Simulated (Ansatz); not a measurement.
# MoS: the cost of one run

Program: Ansatz 0.2.0. Level of theory: DFT PBE, scalar-relativistic, plane waves, PAW. These are calculated values, not measurements.

The COD cell was measured well above room temperature, so it is larger than a cold one.

### 1 The starting structure

Symmetry: Fm-3m, No. 225, cubic system. Conventional cell: a = 5.257 Å, b = 5.257 Å, c = 5.257 Å, α = 90.00°, β = 90.00°, γ = 90.00°. Mo (site symmetry m-3m) is surrounded by 6 S at 2.63 Å. S (site symmetry m-3m) has 6 Mo at 2.63 Å as nearest neighbours.

Structure file:

```xyz
2
Lattice="0.0000 2.6286 2.6286 2.6286 0.0000 2.6286 2.6286 2.6286 0.0000" Properties=species:S:1:pos:R:3 pbc="T T T"
Mo    0.0000    0.0000    0.0000
S     2.6286    2.6286    2.6286
```

(A quick probe on a coarse mesh, which set the mesh and smearing, is not shown.)

### 3 Rough relaxation on the coarse mesh

input.yaml

```yaml
crystal:
  lattice:
    - [0.0, 2.6286400582, 2.6286400582]
    - [2.6286400582, 0.0, 2.6286400582]
    - [2.6286400582, 2.6286400582, 0.0]
  atoms:
    - { symbol: Mo, position: [0.0, 0.0, 0.0], spin: 0.54 }
    - { symbol: S, position: [0.5, 0.5, 0.5] }
basis:
  ecutwfc: 420
kpoints:
  mp_grid: { grid: [6, 6, 6] }
hamiltonian:
  xc: pbe
scf:
  occupations: { method: gaussian, width: 0.1 }
  lower_state_search: "off"
output:
  forces: true
  stress: true
  eigenvalues: true
  populations: true
magnetization:
  spin_polarized: true
relax:
  adjacent_minimum: "off"
  f_tol: 0.04
  max_steps: 70
  cell: { stress_tol: 0.4 }
```

Command:

```sh
> ansatz run input.yaml --threads 1 --pin off --max-ram 2560MiB --backend cpu --events-out ev --progress --plain --runs-dir out
```

**Question.** How long does this run take on 1 thread of Intel Xeon Platinum 8259CL at 2.50GHz (Skylake/Cascade Lake), shared host, and how much memory does it need?

About 9.8 s, with a peak of 0.36 GiB.
